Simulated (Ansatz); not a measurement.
# C2H10N2Si: the cost of one run

All numbers below are computed with Ansatz 0.2.0 (RKS PBE-D4/def2-SVP).

## (1) The structure to begin with

Bond lengths: N1–C2 1.453 Å, C2–C3 1.505 Å, C3–Si4 1.844 Å, Si4–N5 1.684 Å, N1–H6 1.098 Å, N1–H7 1.019 Å, C2–H8 1.050 Å, C2–H9 1.071 Å, C3–H10 1.130 Å, C3–H11 1.127 Å, Si4–H12 1.529 Å, Si4–H13 1.394 Å, N5–H14 1.038 Å, N5–H15 1.012 Å. Angles (14 of 24 angles, heavy atoms first): N1–C2–C3 108.1°, C2–C3–Si4 118.3°, C3–Si4–N5 113.7°, N1–C2–H8 110.3°, N1–C2–H9 108.2°, C3–C2–H8 110.2°, C3–C2–H9 111.8°, C2–N1–H6 106.6°, C2–N1–H7 112.6°, C2–C3–H10 109.7°, C2–C3–H11 109.3°, Si4–C3–H10 106.5°, Si4–C3–H11 109.0°, C3–Si4–H12 106.6°.

Structure file:

```xyz
15

N    -0.3884    1.7113    1.7194
C    -0.6715    0.8514    0.5833
C     0.2732   -0.3185    0.6360
Si    0.1755   -1.5819   -0.7039
N     0.6011   -0.9931   -2.2235
H    -1.0709    2.5681    1.6410
H     0.5337    2.1406    1.6647
H    -1.6657    0.5169    0.6179
H    -0.5432    1.4267   -0.3111
H     1.3401    0.0532    0.6494
H     0.1740   -0.8329    1.6333
H    -1.2966   -1.9767   -0.8242
H     0.9023   -2.7433   -0.4444
H     0.0394   -0.1482   -2.4417
H     1.5751   -0.7246   -2.1669
```

## (2) End point A

input.yaml

```yaml
crystal:
  periodic: [false, false, false]
  atoms:
    - { symbol: "N", position_ang: [-0.3884, 1.7113, 1.7194] }
    - { symbol: C, position_ang: [-0.6715, 0.8514, 0.5833] }
    - { symbol: C, position_ang: [0.2732, -0.3185, 0.636] }
    - { symbol: Si, position_ang: [0.1755, -1.5819, -0.7039] }
    - { symbol: "N", position_ang: [0.6011, -0.9931, -2.2235] }
    - { symbol: H, position_ang: [-1.0709, 2.5681, 1.641] }
    - { symbol: H, position_ang: [0.5337, 2.1406, 1.6647] }
    - { symbol: H, position_ang: [-1.6657, 0.5169, 0.6179] }
    - { symbol: H, position_ang: [-0.5432, 1.4267, -0.3111] }
    - { symbol: H, position_ang: [1.3401, 0.0532, 0.6494] }
    - { symbol: H, position_ang: [0.174, -0.8329, 1.6333] }
    - { symbol: H, position_ang: [-1.2966, -1.9767, -0.8242] }
    - { symbol: H, position_ang: [0.9023, -2.7433, -0.4444] }
    - { symbol: H, position_ang: [0.0394, -0.1482, -2.4417] }
    - { symbol: H, position_ang: [1.5751, -0.7246, -2.1669] }
basis:
  gaussian: { orbitals: def2-SVP }
hamiltonian:
  xc: pbe
  dispersion: d4
relax:
  f_tol: 0.015
  max_steps: 40
```

Started as:

```sh
ansatz run input.yaml --threads 2 --pin off --max-ram 3072MiB --backend cpu --events-out ev --progress --plain --runs-dir out
```

What time and memory should one allow on 2 threads of AMD EPYC 7R13 (Zen 3), shared host?

About 19 s, with a peak of 0.18 GiB.
